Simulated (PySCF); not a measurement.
# H9Si3Tl (Tl(SiH3)3): the cost of one run

The runs use PySCF 2.14.0; PBE, Tl def2-SVP with ECP60, Si def2-SVP, H def2-SVP; scalar-relativistic core potentials, no spin–orbit coupling.

2 further runs of the same task are left out: 2 for a known fault of the program.

### 1 Where the work starts

13 atoms, charge 0, spin multiplicity 1.

Bond lengths: Tl1–Si2 2.710 Å, Tl1–Si6 2.710 Å, Tl1–Si10 2.710 Å, Si2–H3 1.500 Å, Si2–H4 1.500 Å, Si2–H5 1.500 Å, Si6–H7 1.500 Å, Si6–H8 1.500 Å, Si6–H9 1.500 Å, Si10–H11 1.500 Å, Si10–H12 1.500 Å, Si10–H13 1.500 Å. Angles: Si2–Tl1–Si6 108.9°, Si2–Tl1–Si10 108.9°, Si6–Tl1–Si10 108.9°, Tl1–Si2–H3 114.1°, Tl1–Si2–H4 114.1°, Tl1–Si2–H5 114.1°, H3–Si2–H4 104.5°, H3–Si2–H5 104.5°, H4–Si2–H5 104.5°, Tl1–Si6–H7 114.1°, Tl1–Si6–H8 114.1°, Tl1–Si6–H9 114.1°, H7–Si6–H8 104.5°, H7–Si6–H9 104.5°, H8–Si6–H9 104.5°, Tl1–Si10–H11 114.1°, Tl1–Si10–H12 114.1°, Tl1–Si10–H13 114.1° and more.

As a file:

```xyz
13
H9Si3Tl
Tl    0.00000    0.00000    0.00000
Si    2.54640    0.00000   -0.92720
H     3.35640   -1.18570   -0.49360
H     2.65370    0.00000   -2.42340
H     3.35640    1.18570   -0.49360
Si   -1.27320    2.20530   -0.92720
H    -0.65130    3.49960   -0.49360
H    -1.32690    2.29820   -2.42340
H    -2.70510    2.31390   -0.49360
Si   -1.27320   -2.20530   -0.92720
H    -2.70510   -2.31390   -0.49360
H    -1.32690   -2.29820   -2.42340
H    -0.65130   -3.49960   -0.49360
```

Formal oxidation states: Tl +3.

### 2 SCF at the start, singlet

run.py (the lines that set the calculation) reads:

```python
mol = gto.M(atom='''
Tl     0.00000     0.00000     0.00000
Si     2.54640     0.00000    -0.92720
H      3.35640    -1.18570    -0.49360
H      2.65370     0.00000    -2.42340
H      3.35640     1.18570    -0.49360
Si    -1.27320     2.20530    -0.92720
H     -0.65130     3.49960    -0.49360
H     -1.32690     2.29820    -2.42340
H     -2.70510     2.31390    -0.49360
Si    -1.27320    -2.20530    -0.92720
H     -2.70510    -2.31390    -0.49360
H     -1.32690    -2.29820    -2.42340
H     -0.65130    -3.49960    -0.49360''',
    basis={'Tl': 'def2-SVP', 'Si': 'def2-SVP', 'H': 'def2-SVP'},
    ecp={'Tl': 'def2-SVP'},
    charge=0, spin=0)
mf = dft.RKS(mol, xc='PBE')
mf.grids.atom_grid = (50, 194)
mf = mf.density_fit()  # fitting sets: Tl def2-universal-JKFIT, Si def2-universal-JKFIT, H def2-universal-JKFIT
mf.conv_tol = 1e-08; mf.max_cycle = 55
mf.kernel(dm0)  # dm0: free metal ions and neutral atoms
```

Launch:

```sh
$ OMP_NUM_THREADS=2 python run.py
```

Q: Estimate wall time and peak memory on 2 threads of Arm Neoverse V1, shared host.

About 5.5 s, with a peak of 0.75 GiB.
